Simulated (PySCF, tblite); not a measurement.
# C₃H₇SSi radical: geometry, infrared bands and EPR parameters

Wanted: the infrared bands and EPR parameters of C₃H₇SSi radical (`C=[C][SiH2]SC`), by calculation.

Computed with tblite 0.8.0 and PySCF 2.14.0, with density-fitted response routines of our own, on a single molecule in the gas phase. Atoms are numbered from 0 throughout.

### Step 1. The starting structure

12 atoms, charge 0, multiplicity 2; geometry from: force field or distance geometry start.

Bonds of the start (Å): C0–C1 1.35, C1–Si2 1.83, Si2–S3 2.15, S3–C4 1.79, C0–H5 1.07, C0–H6 1.09, Si2–H7 1.48, Si2–H8 1.48, C4–H9 1.11, C4–H10 1.10, C4–H11 1.11.

### Step 2. Geometry optimisation with GFN2-xTB

Job settings and geometry (Å):

```
{"job": {"kind": "relax", "xc": "GFN2-xTB", "basis": "xTB"}, "charge": 0, "multiplicity": 2}
C      2.254400     0.702600     1.166100
C      1.099900     0.671700     0.476700
Si     0.695200    -0.734700    -0.628100
S     -1.384600    -1.253600    -0.538700
C     -2.481100     0.150300    -0.318900
H      2.999400    -0.061000     1.120700
H      2.411100     1.573400     1.800200
H      1.543200    -1.858500    -0.180400
H      1.105900    -0.483500    -2.032800
H     -3.493100    -0.200400    -0.025100
H     -2.148000     0.861400     0.450500
H     -2.601100     0.631700    -1.316200
```

Run with:

```bash
$ OMP_NUM_THREADS=1 python probes_run.py task.json out
```

The driver reads the jobs from task.json and runs them one after another.

**Question.** This job is followed by: GFN2-xTB harmonic vibrations, gas phase; UKS B3LYP, pcH-1 on C H S Si, non-relativistic, mean-field spin-orbit, GIAO. Predict these results of the whole session: strongest single infrared mode (GFN2-xTB); zero-point energy (GFN2-xTB); g(iso) (B3LYP); ⟨S²⟩; largest a(iso) (averaged by class); potential on the surface of density 0.002 e/bohr³, 1st and 99th percentile.

The runs gave:

| quantity | value |
| --- | --- |
| strongest single infrared mode (GFN2-xTB) | 2236 cm⁻¹, 297 km/mol |
| zero-point energy (GFN2-xTB) | 51.5 kcal/mol |
| g(iso) (B3LYP) | 2.00226 |
| ⟨S²⟩ | 0.758 (exact 0.75) |
| largest a(iso) (averaged by class) | 1H on H5, 187.5 MHz |
| potential on the surface of density 0.002 e/bohr³, 1st and 99th percentile | -1.07 V and 1.07 V |

Over 88 steps the energy fell by 0.615 eV; of the close pairs, C0–C1 changed most, 1.345 to 1.294 Å. No mode is imaginary among the 30: a minimum at this level. The strongest single mode, at 2236 cm⁻¹, moves mainly H8. Unscaled tight-binding wavenumbers are off by several per cent, some by more. Its intensities can rank the bands wrongly. Most of the unpaired spin sits on C1 (0.97 e). The isotropic g lies 0.1 ppt below the free-electron value. These values are for one conformer; the search (at its own cheap level) found 2 more, at 0.16, 0.99 kcal/mol, and measured spectra average over such forms.
